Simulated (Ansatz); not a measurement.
# CRu: the cost of one run

Method: def2-QZVPP, core rule «outside noble gas», up to 5 orbitals frozen; program: Ansatz 0.2.0, Gaussian basis.

Plan: UHF; ROHF; CCSD(T) on UHF.

2 further runs of the same task are left out: 2 set aside as unsound or not needed. Runs told in other sessions of the task aren't counted.

## Step 1: What is computed

The geometry is a PBE0/def2-TZVP stationary point (not a proven minimum) of the parent state, kept for this charge and spin. No spin-orbit coupling is included. Elements past krypton take def2 core potentials.

2 atoms, charge 1, spin multiplicity 2.

Atoms are counted from 1 here; the program's logs count them from 0.

Bond lengths: Ru1–C2 1.575 Å.

As a file:

```xyz
2
CRu
Ru    0.0000    0.0000    0.0000
C     0.0000    0.0000    1.5754
```

## Step 2: UHF

in.yaml

```yaml
crystal:
  periodic: [false, false, false]
  atoms:
    - {symbol: Ru, position_ang: [0.000000, 0.000000, 0.000000]}
    - {symbol: C, position_ang: [0.000000, 0.000000, 1.575400]}
basis:
  gaussian: {orbitals: "def2-QZVPP.json"}
total_charge: 1
magnetization: {spin_polarized: true, initial_magnetization: 1}
hamiltonian: {xc: hf}
output: {orbitals: {seedname: orbitals}}
```

Launch:

```console
$ ansatz run in.yaml --threads 1 --pin off --events-out ev --progress --plain --max-ram 4096MiB --backend cpu
```

Q: Estimate wall time and peak memory on 1 thread of AMD EPYC 7R13, shared host.

About 12 s, with a peak of 0.27 GiB.
